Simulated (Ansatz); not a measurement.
# Cr: energy and pressure over a range of volumes

One table from this session's results is given with a row withheld; the runs are named, their logs left out.

Program: Ansatz 0.2.0. Level of theory: DFT LDA, scalar-relativistic. These are calculated values, not measurements.

## The system as given

Symmetry: Im-3m, No. 229, cubic system. The conventional cell has a = 2.884 Å, b = 2.884 Å, c = 2.884 Å, α = 90.00°, β = 90.00°, γ = 90.00°. Cr (site symmetry m-3m) has 8 Cr at 2.50 Å as nearest neighbours.

As a file:

```
CELL_PARAMETERS angstrom
-1.44195 1.44195 1.44195
1.44195 -1.44195 1.44195
1.44195 1.44195 -1.44195
ATOMIC_POSITIONS crystal
Cr 0.00000 0.00000 0.00000
```

The first run:

Input file input.yaml:

```yaml
crystal:
  lattice:
    - [-1.4125141895, 1.4125141895, 1.4125141895]
    - [1.4125141895, -1.4125141895, 1.4125141895]
    - [1.4125141895, 1.4125141895, -1.4125141895]
  atoms:
    - { symbol: Cr, position: [0.0, 0.0, 0.0], spin: 3.0 }
magnetization:
  spin_polarized: true
kpoints:
  mp_grid: { grid: [18, 18, 18] }
  band_path:
    path:
      - [0.0, 0.0, 0.0]
      - [0.5, -0.5, 0.5]
      - [0.0, 0.0, 0.5]
      - [0.0, 0.0, 0.0]
      - [0.25, 0.25, 0.25]
      - [0.5, -0.5, 0.5]
      - [0.25, 0.25, 0.25]
      - [0.0, 0.0, 0.5]
    npoints: 5
scf:
  occupations: { method: fermi_dirac, width: 0.08 }
hamiltonian:
  xc: lda
  pseudopotentials: { kind: all_electron, lapw: { basis_error: 0.001 } }
output:
  forces: true
  stress: true
  eigenvalues: true
```

Command:

```console
$ ansatz run input.yaml --threads 1 --pin off --max-ram 3072MiB --backend cpu --events-out ev --progress --plain --runs-dir out
```

Among the steps run: Volume × 0.94, LAPW; Volume × 0.94, PAW; Volume × 0.94, crystal datasets; Volume × 0.98, LAPW; Volume × 0.98, PAW; Volume × 0.98, crystal datasets; Volume × 1.01, LAPW; Volume × 1.01, PAW; Volume × 1.01, crystal datasets; Volume × 1.04, LAPW; Volume × 1.04, PAW; Volume × 1.04, crystal datasets.

One of the session's tables, all rows but one given; the rest of the session is left out.

```
          method  volume (Å³/atom)  pressure (GPa)
            LAPW            11.273          -10.68
            LAPW            11.753          -20.33
            LAPW            12.112          -26.22
            LAPW            12.472          -31.16
             PAW            11.273          -10.74
             PAW            11.753          -20.37
             PAW            12.112          -26.25
             PAW            12.472               ?
crystal datasets            11.273          -10.68
crystal datasets            11.753          -20.33
crystal datasets            12.112          -26.22
crystal datasets            12.472          -31.16
```

Q: Estimate the row for PAW, 12.472 from the others.

As computed: pressure (GPa): -31.18. In the column «pressure (GPa)» it is the lowest.

Limits of these values: Warnings in the runs' records: seeded moment not kept, crystal datasets made.
